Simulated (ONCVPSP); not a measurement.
**Pseudopotential generation for germanium: ONCV, LDA (Perdew-Wang 92)**

Task: generate the file, and judge it by its errors in other configurations, its logarithmic derivatives, its ghosts and its cutoff.

Method: ONCVPSP 4.0.1.1 (patched build), LDA (Perdew-Wang 92), scalar-relativistic.

## (1) The design

The settings as typed:

```
element                 : germanium (Ge, Z = 32)
type                    : optimised norm-conserving Vanderbilt (ONCV)
frozen core             : [Ar]
valence charge          : 14
reference configuration : 3d10 4s2 4p2
partial waves           : 4s: rc 1.75 bohr, ncon 4, nbas 7, qcut 3.2 1/bohr, 1 projector; 4p: rc 1.95 bohr, ncon 3, nbas 7, qcut 3.8 1/bohr, 2 projectors, debl 0.4 Ha; 3d: rc 0.75 bohr, ncon 4, nbas 9, qcut 19.4 1/bohr, local
local potential         : the d channel
core correction         : Teter function, fcfact 4.75, rcfact 1.55
```

The outer shells as boxes (Hund's rule for the drawing; the calculation is spin-unpolarised):

```
[Ar] core
3d [↑↓][↑↓][↑↓][↑↓][↑↓]
4s [↑↓]
4p [↑ ][↑ ][  ]
```

An earlier all-electron run gives the scale for the radii.

All-electron outer shells of the reference configuration (LDA (PZ), scalar-relativistic, ld1.x):

```json
{"shell": "3s", "level (eV)": "-167.73", "outermost node (bohr)": "0.26", "outermost maximum (bohr)": "0.54"}
{"shell": "3p", "level (eV)": "-115.38", "outermost node (bohr)": "0.23", "outermost maximum (bohr)": "0.54"}
{"shell": "3d", "level (eV)": "-29.55", "outermost node (bohr)": "–", "outermost maximum (bohr)": "0.50"}
{"shell": "4s", "level (eV)": "-11.95", "outermost node (bohr)": "0.77", "outermost maximum (bohr)": "1.73"}
{"shell": "4p", "level (eV)": "-4.05", "outermost node (bohr)": "0.82", "outermost maximum (bohr)": "2.19"}
```

## (2) Generation

Input file Ge.dat:

```
# ATOM AND REFERENCE CONFIGURATION
# atsym  z   nc   nv     iexc    psfile
  Ge 32.00    5    3  -001012      upf
#
#   n    l    f
    1    0    2.00
    2    0    2.00
    2    1    6.00
    3    0    2.00
    3    1    6.00
    3    2   10.00
    4    0    2.00
    4    1    2.00
#
# PSEUDOPOTENTIAL AND OPTIMIZATION
# lmax
    2
#
#   l,   rc,      ep,       ncon, nbas, qcut
    0    1.75    0.00    4    7    3.20
    1    1.95    0.00    3    7    3.80
    2    0.75    0.00    4    9   19.40
#
# LOCAL POTENTIAL
# lloc, lpopt,  rc(5),   dvloc0
    2    5    0.75    0.00
#
# VANDERBILT-KLEINMAN-BYLANDER PROJECTORs
# l, nproj, debl
    0    1    1.00
    1    2    0.40
    2    0    4.00
#
# MODEL CORE CHARGE
# icmod, fcfact, rcfact
    3    4.75    1.55
#
# LOG DERIVATIVE ANALYSIS
# epsh1, epsh2, depsh
   -3.00    5.00    0.02
#
# OUTPUT GRID
# rlmax, drl
    6.00    0.01
#
# TEST CONFIGURATIONS
# ncnf
    4
# nvcnf
#   n    l    f
    3
    3    2   10.00
    4    0    2.00
    4    1    1.00
#
    3
    3    2   10.00
    4    0    2.00
    4    1    0.00
#
    3
    3    2   10.00
    4    0    1.00
    4    1    0.00
#
    3
    3    2    9.00
    4    0    2.00
    4    1    3.00
#
```

The run is started by

```bash
$ oncvpsp.x < Ge.dat > Ge.out
```

Q: Predict the outcome of this session. Wanted: cutoffs for 1 and 0.1 mHa per electron, occupied waves; bound ghosts; GHOST(+) flags; largest test error; largest phase difference near zero energy, channels read; rms error of d²Exc/dn², without and with the model core.

As calculated:

```
                                                quantity                                        value
  cutoffs for 1 and 0.1 mHa per electron, occupied waves                            158 Ha and 176 Ha
                                            bound ghosts             s at -742.42 eV, p at -260.99 eV
                                          GHOST(+) flags                                   s at 18 eV
                            largest test error (AE − PS)  +15 meV, for 3d10 4s1 4p0 (1 test unsolved)
largest phase difference near zero energy, channels read                                    0.057 rad
 rms error of d²Exc/dn², without and with the model core                            7.41 and 0.98 mHa
```

What this shows: A bound ghost (s, p) makes it unfit for use: electrons can fall into a state that the atom doesn't have. The worst unpolarised test, 3d10 4s1 4p0, is off by 15 meV on 58.6 eV; by total energies transferability rates as good where solved. Atomic tests can pass in spite of a ghost, since they solve only for the levels asked. Of the tests 1 gave no usable energy difference, which is a warning in itself. By its cutoff, 158 Ha for the looser tolerance, it is very hard. At the looser tolerance the 3d wave is the slowest; 4s needs 28 Ha. Near zero energy the largest phase difference among the channels read is 0.06 rad, in the s channel. The pseudo curves have a pole with no partner nearby in the atom's: s at 0.52 Ha. At positive energy that is a spurious or a displaced resonance. The program also flags highly localised states, GHOST(+) (s).
